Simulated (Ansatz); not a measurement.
# GaGe3 (P6_3/mmc) in Ansatz: equation of state

Aim: energy against volume of GaGe3 in PBE, for its equilibrium volume and stiffness.

All numbers are computed with Ansatz 0.2.0; they aren't measurements. Logs are shortened: lines on timing, memory, paths and dates and some standing lists are left out, and cuts for length are marked.

### 1 The crystal as given

It takes space group P6_3/mmc (No. 194, hexagonal). Conventional cell: a = 5.985 Å, b = 5.985 Å, c = 5.035 Å, α = 90.00°, β = 90.00°, γ = 120.00°. Around Ge (site symmetry mm2) lie 8 Ge at 2.94 to 3.05 Å and 4 Ga at 2.99 to 3.07 Å. Ga (site symmetry -6m2) has 12 Ge at 2.99 to 3.07 Å as nearest neighbours.

The cell comes from a database or a generator and needn't be the stable form of this composition.

### 2 Single point, PBE, 18.35 Å³/atom (volume scaled by 0.94)

The input, input.yaml:

```yaml
crystal:
  lattice:
    - [5.8628580331, 0.0, 0.0]
    - [-2.9314290165, 5.0773839954, 0.0]
    - [0.0, 0.0, 4.9321690372]
  atoms:
    - { symbol: Ge, position: [0.163561505, 0.32712301, 0.25] }
    - { symbol: Ge, position: [0.163561505, 0.836438495, 0.25] }
    - { symbol: Ge, position: [0.67287699, 0.836438495, 0.25] }
    - { symbol: Ge, position: [0.836438495, 0.67287699, 0.75] }
    - { symbol: Ge, position: [0.836438495, 0.163561505, 0.75] }
    - { symbol: Ge, position: [0.32712301, 0.163561505, 0.75] }
    - { symbol: Ga, position: [0.3333333333, 0.6666666667, 0.75] }
    - { symbol: Ga, position: [0.6666666667, 0.3333333333, 0.25] }
hamiltonian:
  xc: pbe
  pseudopotentials: { kind: paw }
kpoints:
  mp_grid: { grid: [5, 5, 5] }
scf:
  occupations: { method: fermi_dirac, width: 0.05 }
output:
  forces: true
  stress: true
  eigenvalues: true
```

Potentials or basis: Ansatz PAW.

Started as:

```sh
$ ansatz run input.yaml --threads 4 --pin off --max-ram 10240MiB --backend cpu --events-out ev --progress --plain --runs-dir out
```

The log of the run:

```text
Warning: RAYON_NUM_THREADS=4 ignored (pool sized by the plan → 4); use --threads N
Engine: ansatz 0.2.0, aarch64-unknown-linux-gnu
Pseudopotentials: kind: paw
Pseudopotential: Ge, paw, valence charge 14, recommended cutoff 420 eV (normal), Ge.paw.azcp
Pseudopotential: Ga, paw, valence charge 13, recommended cutoff 420 eV (normal), Ga.paw.azcp
Functional definition: PBE
  parameter kappa = 0.804
  parameter beta = 0.06672455060314922
  exchange = pbe_x(kappa = kappa, mu = beta*pi^2/3)
  correlation = pbe_c(beta = beta)
Crystal: 8 atoms, lattice volume = 146.821 Å³
Basis set: ecut = 420 eV, 2861 PW (Γ), exchange–correlation on 80×80×72 points (8 copies of the dense FFT grid, shifted against one another)
Bands: 66, of which v1, the nominal top of the filled ones, is band 55 counted from 1 (54 counted from 0)
Symmetry: 24 space group operations
Space group: P63/mmc (ITA 194), of the structure as read, at distance tolerance 5.3e-5 Å
k-points: 15 of 125
Non-local potential: Ge, projectors of the file, l = 0: 2, l = 1: 2, l = 2: 3, l = 3: 1
Non-local potential: Ga, projectors of the file, l = 0: 2, l = 1: 2, l = 2: 3, l = 3: 1
PAW form: soft (Blöchl's): semilocal exchange-correlation on the pseudo side does not see the compensation charge
PAW one-centre angular grid: Ge, 590 points (default); XC on 64 Gauss nodes
PAW one-centre angular grid: Ga, 590 points (default); XC on 64 Gauss nodes
Initial density: superposition of atomic densities (neutral atoms: chi_scale 0, normalization atom), corrected by the library's trained network
Initial wavefunctions: pseudopotential atomic-orbital guess
Functional: x = pbe(κ = 0.804, μ = 0.2195149727645171), c = pbe(β = 0.06672455060314922)
SCF iter   1: F=—  HF=-33333.743484 eV  |F-HF|=—  |Δ(HF+E_count)|=         —  Δρ=1.72e-3  dr2=4.55e-3  ethr=1.77e-3  ⟨swp⟩=5.7  Hψ=3407  notcnv=0  defer=1
preconditioner: auto → Kerker (q_TF=auto, 2.600 Å⁻¹)  [metal: Δε(μ)=0.021 eV  Ē_g=20.473 eV  σ=0.050 eV  W_gap=0.10  n_scr=46 (ndim 8)  ℏωp=32.1 eV  f_vac=0.000  D(μ)=4.21/eV (n_scr^D=26)]
SCF iter   2: F=—  HF=-33333.740883 eV  |F-HF|=—  |Δ(HF+E_count)|=   2.60e-3  Δρ=1.04e-3  dr2=2.11e-3  ethr=4.13e-6  ⟨swp⟩=2.0  Hψ=1320  notcnv=0  defer=14
SCF iter   3: F=—  HF=-33333.741187 eV  |F-HF|=—  |Δ(HF+E_count)|=   3.04e-4  Δρ=6.48e-4  dr2=6.78e-4  ethr=1.91e-6  ⟨swp⟩=2.0  Hψ=1326  notcnv=0  defer=14
SCF iter   4: F=—  HF=-33333.740882 eV  |F-HF|=—  |Δ(HF+E_count)|=   3.05e-4  Δρ=2.13e-4  dr2=4.98e-5  ethr=6.17e-7  ⟨swp⟩=2.0  Hψ=1330  notcnv=0  defer=14
SCF iter   5: F=—  HF=-33333.740923 eV  |F-HF|=—  |Δ(HF+E_count)|=   4.08e-5  Δρ=6.36e-5  dr2=3.96e-6  ethr=4.52e-8  ⟨swp⟩=2.0  Hψ=1780  notcnv=0  defer=14
SCF iter   6: F=—  HF=-33333.740924 eV  |F-HF|=—  |Δ(HF+E_count)|=   1.30e-6  Δρ=3.17e-5  dr2=1.16e-6  ethr=3.60e-9  ⟨swp⟩=2.0  Hψ=1780  notcnv=0  defer=14
SCF iter   7: F=—  HF=-33333.740924 eV  |F-HF|=—  |Δ(HF+E_count)|=   2.36e-7  Δρ=9.05e-6  dr2=1.15e-7  ethr=1.06e-9  ⟨swp⟩=2.0  Hψ=1780  notcnv=0  defer=14
SCF iter   8: F=-33333.740924 eV  HF=-33333.740924 eV  |F-HF|=5.28e-9  |Δ(HF+E_count)|=   1.10e-8  Δρ=2.53e-6  dr2=5.60e-9  ethr=9.09e-11  ⟨swp⟩=7.7  Hψ=3620  notcnv=0
SCF 1 converged in 8 iterations: F = -33333.740924 eV  dr2 = 5.60e-9
SCF converged after 8 iterations
Free energy (F): -33333.740924 eV
Harris-Foulkes:  -33333.740924 eV  (|F-HF|=5.28e-9)
Internal energy: -33333.707416 eV  (E = F + TS)
E sigma→0 (E₀):  -33333.724170 eV
Entropy (-TS):   -0.033508 eV (-4.189 meV/atom)
Fermi energy:    11.135400 eV
--- Per-component energies (eV) ---
  E_band       = -706.877089
  E_kinetic    = 893.456710
  E_local      = -16177.854513  (includes V_loc(G=0)·N_el)
  E_nonlocal   = 3335.664781
  E_hartree    = 7197.940229
  E_xc         = -594.192748
  E_vxc        = -505.799445  (∫ρ·V_xc dr)
  E_paw        = -16068.285528  (= ΣΔE_a)
  E_vpaw       = -2648.230893  (= ΣTr[D̂ρ^β])
  E_aug_tail   = 0.001977  (compensation charges beyond the density's cutoff)
  E_ewald      = -11920.438324
  E_smearing   = -0.033508  (= −TS)
  E_closure    = 0.000000  (closes the sum)
  Σ components = -33333.740924   (vs F -33333.740924, Δ=0.00e0)
--- Forces (eV/Å), atoms counted from 1 ---
  atom   1  Ge     0.00000000     0.26808472    -0.00000000
  atom   2  Ge     0.23216818    -0.13404236    -0.00000000
  atom   3  Ge    -0.23216818    -0.13404236     0.00000000
  atom   4  Ge    -0.00000000    -0.26808472     0.00000000
  atom   5  Ge    -0.23216818     0.13404236     0.00000000
  atom   6  Ge     0.23216818     0.13404236     0.00000000
  atom   7  Ga    -0.00000000     0.00000000     0.00000000
  atom   8  Ga     0.00000000    -0.00000000     0.00000000
  max |Σ_I F_I| component: 5.67e-17 eV/Å
--- Stress (GPa, compression-positive) ---
        3.439203      -0.000000      -0.000000
       -0.000000       3.439203       0.000000
       -0.000000       0.000000       3.142755
  P = ⅓ Tr σ = 3.3404 GPa (33.404 kbar)
--- Band table (eV; the first three rows and the last of 15) ---
  k-point 0: bands = ["-13.6229", "-13.6089", "-13.6089", "-13.6009", "-13.5885", "-13.5787", "-13.5787", "-13.5687", "-13.5677", "-13.5677", "-13.5650", "-13.5544", "-13.5544", "-13.5462", "-13.5352", "-13.5281", "-13.5281", "-13.5218", "-13.5218", "-13.5081", "-13.5081", "-13.5072", "-13.5072", "-13.4980", "-13.4980", "-13.4750", "-13.4732", "-13.4732", "-13.4666", "-13.4599", "-3.6488", "-3.6299", "-3.6299", "-3.6177", "-3.6177", "-3.6159", "-3.6159", "-3.6135", "-3.6019", "-3.6019", "-1.8424", "2.9938", "2.9938", "3.1014", "4.5442", "4.5442", "4.8718", "5.1867", "5.6919", "8.5966", "8.5966", "9.6686", "9.8578", "9.8578", "10.2472", "10.2472", "10.3388", "11.6156", "12.8326", "12.8326", "13.1008", "14.2555", "14.9997", "14.9997", "18.3622", "18.4861"]
  k-point 1: bands = ["-13.6196", "-13.6070", "-13.6070", "-13.6020", "-13.5914", "-13.5846", "-13.5846", "-13.5696", "-13.5696", "-13.5613", "-13.5600", "-13.5576", "-13.5576", "-13.5560", "-13.5280", "-13.5244", "-13.5244", "-13.5204", "-13.5204", "-13.5088", "-13.5088", "-13.5049", "-13.5049", "-13.4991", "-13.4991", "-13.4850", "-13.4693", "-13.4693", "-13.4650", "-13.4603", "-3.6423", "-3.6339", "-3.6339", "-3.6232", "-3.6232", "-3.6134", "-3.6108", "-3.6108", "-3.6003", "-3.6003", "-1.5977", "1.9325", "3.2200", "3.2200", "4.7022", "4.7022", "5.1182", "5.1191", "7.2527", "7.2527", "7.6262", "8.6220", "8.6863", "8.7435", "8.7435", "12.0876", "12.0876", "13.6777", "14.2328", "14.2328", "14.5007", "14.5792", "15.3016", "15.3016", "17.6360", "18.1298"]
  k-point 2: bands = ["-13.6110", "-13.6021", "-13.6021", "-13.6017", "-13.5952", "-13.5947", "-13.5947", "-13.5816", "-13.5690", "-13.5690", "-13.5643", "-13.5643", "-13.5397", "-13.5372", "-13.5285", "-13.5226", "-13.5226", "-13.5205", "-13.5205", "-13.5105", "-13.5105", "-13.5097", "-13.5097", "-13.5087", "-13.4818", "-13.4818", "-13.4700", "-13.4700", "-13.4632", "-13.4616", "-3.6365", "-3.6365", "-3.6322", "-3.6322", "-3.6283", "-3.6171", "-3.6039", "-3.6039", "-3.6002", "-3.6002", "-0.8646", "0.3421", "3.8695", "3.8695", "4.6823", "4.6823", "5.7908", "5.8485", "6.4106", "6.4106", "7.0057", "7.0495", "7.2504", "7.2504", "10.7412", "14.2482", "14.7270", "14.7270", "15.2180", "15.7265", "15.7265", "16.3368", "16.3437", "16.3437", "16.5204", "16.9999"]
  k-point 14: bands = ["-13.5952", "-13.5907", "-13.5844", "-13.5784", "-13.5759", "-13.5745", "-13.5725", "-13.5698", "-13.5635", "-13.5603", "-13.5467", "-13.5453", "-13.5429", "-13.5384", "-13.5355", "-13.5308", "-13.5298", "-13.5263", "-13.5217", "-13.5185", "-13.5182", "-13.5152", "-13.5145", "-13.5107", "-13.5054", "-13.5049", "-13.4979", "-13.4923", "-13.4827", "-13.4747", "-3.6304", "-3.6242", "-3.6235", "-3.6234", "-3.6198", "-3.6194", "-3.6154", "-3.6120", "-3.6107", "-3.6105", "0.4173", "1.0019", "1.6628", "1.7861", "2.5708", "3.3032", "5.4615", "6.3288", "7.9762", "8.6584", "9.2733", "10.1830", "10.8462", "11.5085", "11.6172", "12.3338", "12.6809", "12.7257", "12.9338", "13.4663", "13.6589", "13.7598", "14.3969", "14.8655", "15.2425", "15.9730"]
```

It took 2 s on 4 threads of Arm Neoverse V2, shared host; peak memory 0.59 GiB.

What came out:

| Quantity | Value |
| --- | --- |
| Free energy | -33333.7409 eV |
| Pressure | 3.3 GPa |
| Largest force | 0.268 eV/Å |
| Band gap on the k mesh | none (metal or under the smearing width) |

### 3 Single point, PBE, 18.74 Å³/atom (volume scaled by 0.96)

input.yaml, as its differences from that of step 2:

```diff
@@ -2,5 +2,5 @@
   lattice:
-    - [5.8628580331, 0.0, 0.0]
-    - [-2.9314290165, 5.0773839954, 0.0]
-    - [0.0, 0.0, 4.9321690372]
+    - [5.9041471261, 0.0, 0.0]
+    - [-2.952073563, 5.1131413988, 0.0]
+    - [0.0, 0.0, 4.9669037664]
   atoms:
```

Potentials or basis: Ansatz PAW.

Started as:

```sh
$ ansatz run input.yaml --threads 4 --pin off --max-ram 10240MiB --backend cpu --events-out ev --progress --plain --runs-dir out
```

Run time: 2 s. Hardware: 4 threads of Arm Neoverse V2, shared host; peak memory 0.59 GiB.

The run converged. Its results:

```
Free energy            : -33333.7908 eV
Pressure               : 1.8 GPa
Largest force          : 0.237 eV/Å
Band gap on the k mesh : none (metal or under the smearing width)
```

### 4 Single point, PBE, 19.13 Å³/atom (volume scaled by 0.98)

input.yaml, as its differences from that of step 3:

```diff
@@ -2,5 +2,5 @@
   lattice:
-    - [5.9041471261, 0.0, 0.0]
-    - [-2.952073563, 5.1131413988, 0.0]
-    - [0.0, 0.0, 4.9669037664]
+    - [5.9448666689, 0.0, 0.0]
+    - [-2.9724333344, 5.1484055573, 0.0]
+    - [0.0, 0.0, 5.0011593576]
   atoms:
@@ -25 +25,5 @@
   eigenvalues: true
+  write_density: true
+  write_potential: true
+  elf: true
+  volumetric_format: npy
```

Started as:

```sh
$ ansatz run input.yaml --threads 4 --pin off --max-ram 10240MiB --backend cpu --events-out ev --progress --plain --runs-dir out
```

Run time: 2.8 s. Hardware: 4 threads of Arm Neoverse V2, shared host; peak memory 0.6 GiB.

The run converged. Its results:

| Property | Result |
| --- | --- |
| Free energy | -33333.8123 eV |
| Pressure | 0.4 GPa |
| Largest force | 0.207 eV/Å |
| Band gap on the k mesh | none (metal or under the smearing width) |

### 5 Single point, PBE, 19.52 Å³/atom

input.yaml, as its differences from that of step 4:

```diff
@@ -2,5 +2,5 @@
   lattice:
-    - [5.9448666689, 0.0, 0.0]
-    - [-2.9724333344, 5.1484055573, 0.0]
-    - [0.0, 0.0, 5.0011593576]
+    - [5.9850359054, 0.0, 0.0]
+    - [-2.9925179527, 5.1831931366, 0.0]
+    - [0.0, 0.0, 5.034952]
   atoms:
```

Started as:

```sh
$ ansatz run input.yaml --threads 4 --pin off --max-ram 10240MiB --backend cpu --events-out ev --progress --plain --runs-dir out
```

Wall time 2.7 s (4 threads of Arm Neoverse V2, shared host); peak memory 0.62 GiB.

Results (log left out):

```yaml
Free_energy: -33333.8086 eV
Pressure: -0.8 GPa
Largest_force: 0.176 eV/Å
Band_gap_on_the_k_mesh: none (metal or under the smearing width)
```

(Part 1 of 2 ends here.)
